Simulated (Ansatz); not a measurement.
# C2H8BFOSi: molecular dynamics

Purpose: to follow the molecule's vibrations and see whether its bonds hold. The start is relaxed first. Runs: 276 steps of 0.25 fs under a Langevin thermostat, set from 300 K to 600 K by a schedule. SMILES of the start: CB(F)OC[SiH3].

All numbers below are computed with Ansatz 0.2.0 (RKS PBE0-D4/6-31G).

## Step 1: The starting structure

Bond lengths: C1–B2 1.563 Å, B2–F3 1.413 Å, B2–O4 1.468 Å, O4–C5 1.399 Å, C5–Si6 1.890 Å, C1–H7 1.062 Å, C1–H8 1.133 Å, C1–H9 1.173 Å, C5–H10 1.145 Å, C5–H11 1.070 Å, Si6–H12 1.481 Å, Si6–H13 1.484 Å, Si6–H14 1.479 Å. Angles (14 of 22 angles, heavy atoms first): C1–B2–F3 117.9°, C1–B2–O4 125.3°, F3–B2–O4 116.7°, B2–O4–C5 112.3°, O4–C5–Si6 114.2°, B2–C1–H7 112.8°, B2–C1–H8 107.1°, B2–C1–H9 110.2°, O4–C5–H10 111.5°, O4–C5–H11 108.2°, Si6–C5–H10 108.7°, Si6–C5–H11 106.6°, C5–Si6–H12 109.2°, C5–Si6–H13 111.4°.

As a file:

```xyz
14

C    -0.1967   -1.2955    1.6246
B     0.9399   -1.0711    0.5748
F     2.2771   -1.2164    1.0076
O     0.7342   -0.8268   -0.8581
C     0.7052    0.5372   -1.1659
Si   -1.0089    1.3234   -1.0450
H    -0.1374   -2.2443    2.0986
H    -1.1821   -1.1607    1.0829
H    -0.1787   -0.4424    2.4300
H     1.4292    1.1313   -0.5070
H     1.0257    0.6572   -2.1796
H    -1.4466    1.3241    0.3703
H    -1.0040    2.7170   -1.5560
H    -1.9699    0.5378   -1.8485
```

## Step 2: Relaxing the start

Input file input.yaml:

```yaml
crystal:
  periodic: [false, false, false]
  atoms:
    - { symbol: C, position_ang: [-0.1967, -1.2955, 1.6246] }
    - { symbol: B, position_ang: [0.9399, -1.0711, 0.5748] }
    - { symbol: F, position_ang: [2.2771, -1.2164, 1.0076] }
    - { symbol: O, position_ang: [0.7342, -0.8268, -0.8581] }
    - { symbol: C, position_ang: [0.7052, 0.5372, -1.1659] }
    - { symbol: Si, position_ang: [-1.0089, 1.3234, -1.045] }
    - { symbol: H, position_ang: [-0.1374, -2.2443, 2.0986] }
    - { symbol: H, position_ang: [-1.1821, -1.1607, 1.0829] }
    - { symbol: H, position_ang: [-0.1787, -0.4424, 2.43] }
    - { symbol: H, position_ang: [1.4292, 1.1313, -0.507] }
    - { symbol: H, position_ang: [1.0257, 0.6572, -2.1796] }
    - { symbol: H, position_ang: [-1.4466, 1.3241, 0.3703] }
    - { symbol: H, position_ang: [-1.004, 2.717, -1.556] }
    - { symbol: H, position_ang: [-1.9699, 0.5378, -1.8485] }
basis:
  gaussian: { orbitals: "6-31G" }
hamiltonian:
  xc: pbe0
  dispersion: d4
relax:
  f_tol: 0.02
  max_steps: 40
```

The run is started by

```bash
> ansatz run input.yaml --threads 1 --pin off --max-ram 2048MiB --backend cpu --events-out ev --progress --plain --runs-dir out
```

The runs that follow: The run.

Before running it: what results should come out? Wanted: relaxation of the start; temperature, first and last step; temperature, second half; potential energy, second half; bonds formed or broken.

**Answer**, as computed:

| quantity | value |
| --- | --- |
| relaxation of the start | 19 moves, 1.102 eV lower |
| length | 276 steps of 0.25 fs |
| temperature, first and last step | 279 and 341 K |
| temperature, second half | mean 383 K, from 237 to 575 K |
| potential energy, second half | +34 meV/atom from the start |
| bonds formed or broken | 0 |

In words: Under a schedule from 300 to 600 K over 69 fs, the atoms average 465 K over the last tenth of the run. Such a rate, of order 10^16 K/s, is far beyond any furnace or quench, and the atoms lag the set-point. No bond forms or breaks. Averages from a run of 69 fs with 14 atoms are rough. The nuclei move classically, without zero-point motion, which matters most for hydrogen. In so small a basis the energies are only a sketch.
